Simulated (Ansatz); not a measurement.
# RuBr2: the band gap up the ladder of functionals

One table from this session's results is given with a row withheld; the runs are named, their logs left out.

Code: Ansatz 0.2.0. PAW datasets, plane waves. All values are calculated for a non-magnetic cell, which may be hypothetical.

## The structure to begin with

The cell was relaxed beforehand with r2SCAN.

The sheet's in-plane cell has a = 3.744 Å, b = 3.744 Å (γ = 120.0°), and its outermost atoms lie 2.68 Å apart along the normal. Around Ru lie 6 Br at 2.54 Å; around Br lie 3 Ru at 2.54 Å.

As a file:

```cif
data_structure
_symmetry_space_group_name_H-M 'P 1'
_symmetry_Int_Tables_number 1
_cell_length_a 3.7442
_cell_length_b 3.7442
_cell_length_c 30.2001
_cell_angle_alpha 90.000
_cell_angle_beta 90.000
_cell_angle_gamma 120.000
_cell_volume 366.66
loop_
_atom_site_label
_atom_site_type_symbol
_atom_site_fract_x
_atom_site_fract_y
_atom_site_fract_z
_atom_site_occupancy
Ru1 Ru 0.00000 0.00000 0.29801 1
Br1 Br 0.33333 0.66667 0.34240 1
Br2 Br 0.66667 0.33333 0.25363 1
```
Two periodic directions, a and b.

Set-up of the first run:

The input, input.yaml:

```yaml
crystal:
  lattice:
    - [3.7442279224, 0.0, 0.0]
    - [-1.8721139612, 3.2425964984, 0.0]
    - [0.0, 0.0, 30.2001116944]
  atoms:
    - { symbol: Ru, position: [0.0, 0.0, 0.2980121428] }
    - { symbol: Br, position: [0.3333333333, 0.6666666667, 0.3423956968] }
    - { symbol: Br, position: [0.6666666667, 0.3333333333, 0.2536285889] }
  periodic: [true, true, false]
kpoints:
  mp_grid: { grid: [12, 12, 1] }
  band_path:
    path:
      - [0, 0, 0]
      - [0.5, 0, 0]
      - [0.3333333333333, 0.3333333333333, 0]
      - [0, 0, 0]
    npoints: 10
hamiltonian:
  xc: pbe
scf:
  occupations: { method: fermi_dirac, width: 0.02 }
  n_extra_bands: 4
output:
  forces: true
  stress: true
  eigenvalues: true
```

Started as:

```bash
$ ansatz run input.yaml --threads 2 --pin off --max-ram 18432MiB --backend cpu --events-out ev --progress --plain --runs-dir out
```

Steps of the session up to this table: PBE band path; r2SCAN; Single point with HSE06; PBE+SOC at the same geometry; PBE0 at the same geometry; LDA at the same geometry; Single point with HSE06+SOC; r2SCANh at the same geometry; LC-ωPBE at the same geometry.

One table of the session follows, with a row left open; its other results are not shown here.

| level | gap (eV) |
| --- | --- |
| PBE | 1.09 |
| r2SCAN | 1.53 |
| HSE06 | 2.80 |
| PBE+SOC | ? |
| PBE0 | 3.57 |
| LDA | 0.93 |
| HSE06+SOC | 2.78 |
| r2SCANh | 2.47 |
| LC-ωPBE | 8.51 |

Q: Estimate the row for PBE+SOC from the others.

As computed: gap (eV): 1.06. In the column «gap (eV)» it lies between LDA (0.93) and PBE (1.09).

Meshes: PBE 12×12×1, r2SCAN 12×12×1, HSE06 6×6×1, PBE+SOC 12×12×1, PBE0 6×6×1, LDA 12×12×1, HSE06+SOC 6×6×1, r2SCANh 6×6×1, LC-ωPBE 6×6×1.

The gap runs from 0.93 eV (LDA) to 8.51 eV (LC-ωPBE). PBE reaches 39 % of the HSE06 value, and r2SCAN 55 %. PBE0 lies 0.76 eV above HSE06, which differs from it by screening the long-range exchange. The levels disagree on whether the gap is direct.

Limits of these values: Warnings in the runs' records: stress exchange threshold loose, stress scf threshold loose, xc potential rough in thin density.
